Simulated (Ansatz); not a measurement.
# GaP2: the cost of one run

Computed with Ansatz 0.2.0 (DFT PBE, scalar-relativistic, plane waves, PAW, unless a step names another level, unless a step's input says otherwise).

**1. The structure to begin with**

It takes space group Pnnm (No. 58, orthorhombic). Conventional cell: a = 4.960 Å, b = 6.126 Å, c = 3.641 Å, α = 90.00°, β = 90.00°, γ = 90.00°. Around Ga (site symmetry 2/m) lie 6 P at 2.54 to 2.55 Å. P (site symmetry m) has 1 P at 2.10 Å and 3 Ga at 2.54 to 2.55 Å as nearest neighbours.

Structure file:

```
Ga P
1.0
     4.96015    0.00000    0.00000
     0.00000    6.12563    0.00000
     0.00000    0.00000    3.64091
Ga P
2 4
Direct
  0.50000 0.00000 0.50000
  0.00000 0.50000 0.00000
  0.16578 0.10692 0.00000
  0.83422 0.89308 0.00000
  0.66578 0.39308 0.50000
  0.33422 0.60692 0.50000
```

It came out lowest among 27 distinct ends of the trial cells. At a tolerance of 0.05 Å it has space group Pnnm (No. 58).

**2. Tight relaxation for the response runs, on the response runs' mesh and smearing**

Input file input.yaml:

```yaml
crystal:
  lattice:
    - [4.9601514686, 0.0, 0.0]
    - [0.0, 6.1256280153, 0.0]
    - [0.0, 0.0, 3.6409147096]
  atoms:
    - { symbol: Ga, position: [0.5, 0.0, 0.5] }
    - { symbol: Ga, position: [0.0, 0.5, 0.0] }
    - { symbol: P, position: [0.1657770388, 0.106917042, 0.0] }
    - { symbol: P, position: [0.8342229612, 0.893082958, 0.0] }
    - { symbol: P, position: [0.6657770388, 0.393082958, 0.5] }
    - { symbol: P, position: [0.3342229612, 0.606917042, 0.5] }
basis:
  ecutwfc: 420
kpoints:
  mp_grid: { grid: [6, 6, 8] }
hamiltonian:
  xc: pbe
scf:
  occupations: { method: gaussian, width: 0.1 }
output:
  forces: true
  stress: true
  eigenvalues: true
relax:
  adjacent_minimum: "off"
  f_tol: 0.001
  max_steps: 60
  cell: { stress_tol: 0.01 }
```

Launch:

```sh
$ ansatz run input.yaml --threads 3 --pin off --max-ram 7680MiB --backend cpu --events-out ev --progress --plain --runs-dir out
```

Q: Estimate wall time and peak memory on 3 threads of Intel Xeon 6975P-C (Granite Rapids), shared host.

About 14 s, with a peak of 0.59 GiB.
